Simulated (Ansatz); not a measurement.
# WC: the cost of one run

Method: reference: DFT PBEsol+U, plane waves, PAW, scalar-relativistic, collinear spin, in Ansatz 0.2.0.

1 further run of the same task is left out (set aside as unsound or not needed).

## (1) The structure to begin with

It takes space group P-6m2 (No. 187, hexagonal). The conventional cell has a = 2.896 Å, b = 2.896 Å, c = 2.828 Å, α = 90.00°, β = 90.00°, γ = 120.00°. Around W (site symmetry -6m2) lie 6 C at 2.19 Å. Around C (site symmetry -6m2) lie 6 W at 2.19 Å.

As a file:

```
CELL_PARAMETERS angstrom
2.89584 0.00000 2.82798
-1.44792 2.50787 0.00000
2.89584 0.00000 -2.82798
ATOMIC_POSITIONS crystal
W 0.00000 0.00000 0.00000
W 0.50000 0.00000 0.50000
C 0.08334 0.33334 0.58334
C 0.58334 0.33334 0.08334
```

## (2) Reference

File input.yaml:

```yaml
crystal:
  lattice:
    - [2.89584307, 0.0, 2.82797956]
    - [-1.44792154, 2.50787166, 0.0]
    - [2.89584307, 0.0, -2.82797956]
  atoms:
    - { symbol: W, position: [0.0, 0.0, 0.0] }
    - { symbol: W, position: [0.5, 0.0, 0.5] }
    - { symbol: C, position: [0.083335, 0.33333, 0.583335] }
    - { symbol: C, position: [0.583335, 0.33333, 0.083335] }
kpoints:
  mp_grid: { grid: [7, 7, 7], shift: [0, 0, 0] }
magnetization:
  spin_polarized: true
scf:
  occupations: { method: fermi_dirac, width: 0.1298 }
hamiltonian:
  pseudopotentials: { kind: paw }
  xc: pbesol
  hubbard:
    projectors: all-electron-ortho-atomic
    sites: [{ species: W, l: d, u_eff: 1.28 }]
basis:
  ecutwfc: 420
output:
  forces: true
  stress: true
  eigenvalues: true
  write_density: true
  write_potential: true
  elf: true
  volumetric_format: npy
relax:
  max_steps: 40
  cell: {}
```

Run with:

```bash
ansatz run input.yaml --threads 1 --pin off --max-ram 2560MiB --backend cpu --events-out ev --progress --plain --runs-dir out
```

Q: Estimate wall time and peak memory on 1 thread of Intel Xeon 6975P-C (Granite Rapids), shared host.

About 32 s, with a peak of 0.55 GiB.
